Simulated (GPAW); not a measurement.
Here is a GPAW 26.7.0 calculation.

run.py

```python
import numpy as np
from ase import Atoms
from ase.dft.bandgap import bandgap
from ase.io import write
from ase.units import GPa
from ase.parallel import parprint
from gpaw import GPAW, PW

atoms = Atoms(['Na', 'Tb', 'Tb', 'Sc', 'Sc', 'Fe', 'O', 'O', 'O', 'O', 'O', 'O', 'O', 'O', 'O'],
              cell=[[5.42601, 0.00044, -0.00037],
                    [2.63439, 4.75129, -0.0002],
                    [0.00358, 0.01148, 7.038]],
              scaled_positions=[[0.01358, 0.98502, 0.00321],
                                [0.71442, 0.67452, 0.33371],
                                [0.34092, 0.3984, 0.62116],
                                [0.67388, 0.64947, 0.85487],
                                [0.32576, 0.34142, 0.14575],
                                [0.01123, 0.01834, 0.50155],
                                [0.88505, 0.77301, 0.62903],
                                [0.14182, 0.23756, 0.3959],
                                [0.1208, 0.73894, 0.30933],
                                [0.38073, 0.79651, 0.59719],
                                [0.65394, 0.24328, 0.37272],
                                [0.53381, 0.94447, 0.06074],
                                [0.93976, 0.42977, 0.06078],
                                [0.38988, 0.51683, 0.91722],
                                [0.87441, 0.25246, 0.69685]],
              pbc=True)
atoms.set_initial_magnetic_moments([0.0, 6.0, 6.0, 0.0, 0.0, 3.0, 0.0, 0.0, 0.0, 0.0, 0.0, 0.0, 0.0, 0.0, 0.0])

calc = GPAW(mode=PW(800),
            xc='PBE',
            kpts={'size': (4, 4, 3), 'gamma': True},
            occupations={'name': 'fermi-dirac', 'width': 0.05},
            nbands=113,
            convergence={'density': 1e-05, 'energy': 1e-05},
            maxiter=150,
            txt='gpaw.txt')
atoms.calc = calc
energy = atoms.get_potential_energy()
forces = atoms.get_forces()
stress = atoms.get_stress()
calc.write('gs.gpw')
write('result.traj', atoms)
parprint(f'Energy: {energy:.6f} eV')
parprint('Forces (eV/A):')
parprint(forces.round(4))
parprint('Stress (GPa):', (stress / GPa).round(3))
parprint('Moments:', calc.get_magnetic_moments().round(3))
parprint('Fermi level:', round(calc.get_fermi_level(), 4), 'eV')
parprint(f'Gap: {bandgap(calc)[0]:.4f} eV, direct: {bandgap(calc, direct=True)[0]:.4f} eV')

dense = calc.fixed_density(kpts={'size': (6, 6, 4), 'gamma': True}, update_fermi_level=True,
                           nbands=157, convergence={'bands': 'CBM+6.0', 'eigenstates': 1e-6}, txt='dos.txt')
ef = dense.get_fermi_level()
dos = dense.dos(shift_fermi_level=False)
energies = np.linspace(ef - 14, ef + 6, 401)
spins = [0, 1]
columns = [energies] + [dos.raw_dos(energies, spin=s, width=0.1) for s in spins]
for symbol, l in [('Fe', 0), ('Fe', 1), ('Fe', 2), ('Na', 0), ('Na', 1), ('O', 0), ('O', 1), ('Sc', 0), ('Sc', 1), ('Sc', 2), ('Tb', 0), ('Tb', 1), ('Tb', 2), ('Tb', 3)]:
    for s in spins:
        columns.append(sum(dos.raw_pdos(energies, a=a.index, l=l, spin=s, width=0.1)
                           for a in atoms if a.symbol == symbol))
np.savetxt('dos.dat', np.array(columns).T, fmt='%.4f')
parprint('Fermi level on the dense mesh:', round(ef, 4), 'eV')
```

Potentials or basis: GPAW PAW data sets (gpaw-data 1.2.1), pw.

Command:

```console
$ OMP_NUM_THREADS=1 mpirun -n 4 gpaw python run.py
```

Task: Estimate the largest force.

Result: 0.911 eV/Å.

Task: Predict the band gap on the k mesh.

Result: 0.07 eV, direct.

Task: Estimate the site moments.

Result: Na +0.00; Tb +5.98, +5.99; Sc -0.00; Fe +1.99; O +0.05, +0.07, +0.04, +0.02, +0.03, +0.13 μB.

States per cell in windows of 0.5 eV (zero at the valence-band top; states under -8 eV left out):
```tsv
from (eV)	up	down
-8.0	0.00	0.00
-7.5	0.00	0.00
-7.0	0.00	0.00
-6.5	0.10	0.00
-6.0	3.11	0.52
-5.5	2.87	2.30
-5.0	12.33	2.56
-4.5	4.16	2.99
-4.0	3.07	2.61
-3.5	3.47	3.40
-3.0	2.75	2.78
-2.5	3.81	3.47
-2.0	4.26	3.87
-1.5	3.89	2.48
-1.0	0.17	0.00
-0.5	0.00	1.25
0.0	0.00	13.67
0.5	0.21	2.08
1.0	1.65	0.00
1.5	0.14	0.27
2.0	0.00	1.73
2.5	0.00	0.00
3.0	0.13	0.00
3.5	2.08	1.65
4.0	2.58	2.40
4.5	2.19	2.01
5.0	2.49	1.48
5.5	2.34	2.21
```

Caveat: one-centre terms of the f shell are cut off; the magnetic or orbital state may not be the lowest; spin-orbit coupling is left out, which moves the levels of the heavy elements; an odd mesh through Γ misses points on the zone boundary, where band edges often lie; a cell with one magnetic atom can't hold antiferromagnetic order, which such compounds often take; without U or exact exchange the open f shell lies at the Fermi level, which spoils levels, moments and volumes. The state reached can hang on the start; a lower one may exist.
